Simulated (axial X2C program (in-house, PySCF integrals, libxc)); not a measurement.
**SeO⁻: EOM-EA-CCSD levels**

Aim: EOM-EA-CCSD levels of SeO⁻, with spin–orbit coupling in the Hamiltonian from the start.

Method: two-component X2C with atomic mean-field terms, Se dyall-acv3z, O dyall-av3z; program: an in-house X2C program for linear molecules on PySCF integrals.

All values are calculated.

## 1. The job

File task.json:

```json
{"zs": [34, 8], "q": -1, "bas": ["dyall-acv3z", "dyall-av3z"], "r0": 1.64, "eom": "ea", "thr": -2.0, "nmax": 92, "grid": [1, 0.96, 1.045, 0.92, 1.09, 1.15], "rq": 0}
```

Keys: zs atomic numbers; q charge; bas basis sets; r0 starting distance in Å; eom kind of EOM run; thr threshold in hartree for freezing inner shells (an s shell follows its p shell); nmax most natural virtual spinors; grid distances as factors.

Run with:

```console
$ python soeom.py task.json out
```

After this run come: EOM-EA-CCSD at 1.634 Å.

Before running it: what results should come out? Wanted: next root led by one particle; T1 of the reference.

The runs gave:

| quantity | value |
| --- | --- |
| lowest root at 1.634 Å | Ω = 3/2, 1.325 eV |
| next root led by one particle | Ω = 1/2, about 18600 cm⁻¹ higher |
| T1 of the reference | 0.020 |

The added electron is bound by 1.33 eV in a spinor of 56% Se pπ, 23% O pπ, 12% Se dπ. The closed-shell reference lies 0.67 eV above the lowest determinant found, so these energies count from an excited configuration. Errors of 0.1 to 0.3 eV are usual at this size, and roots led by higher excitations are left out, so the list is incomplete, and low states of that kind can be missing. T1 or the largest double amplitude of the reference is raised, which lowers the reliability.
